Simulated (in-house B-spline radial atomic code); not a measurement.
# Ru: ionisation energy by several methods

The task here is to estimate one member of a computed series from the others.

The numbers are computed with in-house B-spline radial atomic code version 1 (Dirac-Coulomb, several functionals; spherical all-electron atom at the radial basis limit), except any that are marked as measured or tabulated.

### What is computed

| Property | Result |
| --- | --- |
| element | ruthenium (Z = 44) |
| charge | 0 |
| electrons | 44 |
| configuration | [Kr] 4d7 5s1 |
| nucleus | Fermi, rms radius 4.481 fm |

Outer shells as boxes (Hund's rule):

[Kr] 4d7 5s1
```
[Kr] core
4d [↑↓][↑↓][↑ ][↑ ][↑ ]
5s [↑ ]
```

The boxes only draw the filling; these runs are spin-restricted and spherical.

The first run:

Input settings:

```ini
Z = 44
electrons = 44.0
configuration = [Kr] 4d7 5s1
hamiltonian = dirac
method = pbe,pbe
spin_polarised = False
nucleus = fermi
rms_radius = 4.4809
mass_number = 102
atomic_mass = 101.904340312
speed_of_light = 137.035999084
```

Steps of the session up to this table: PBE, a GGA; relativistic LDA; BP86, a GGA; PBEsol, a GGA; AM05, a GGA; LDA (PW92).

One of the session's tables, all rows but one given; the rest of the session is left out.

```
          method  ΔSCF (eV)
relativistic LDA          ?
      LDA (PW92)      7.606
             PBE      7.294
            BP86      7.470
          PBEsol      7.301
            AM05      7.248
```

Estimate the missing values for relativistic LDA.

The run gave: ΔSCF (eV): 7.584. In the column «ΔSCF (eV)» it lies between BP86 (7.470) and LDA (PW92) (7.606).
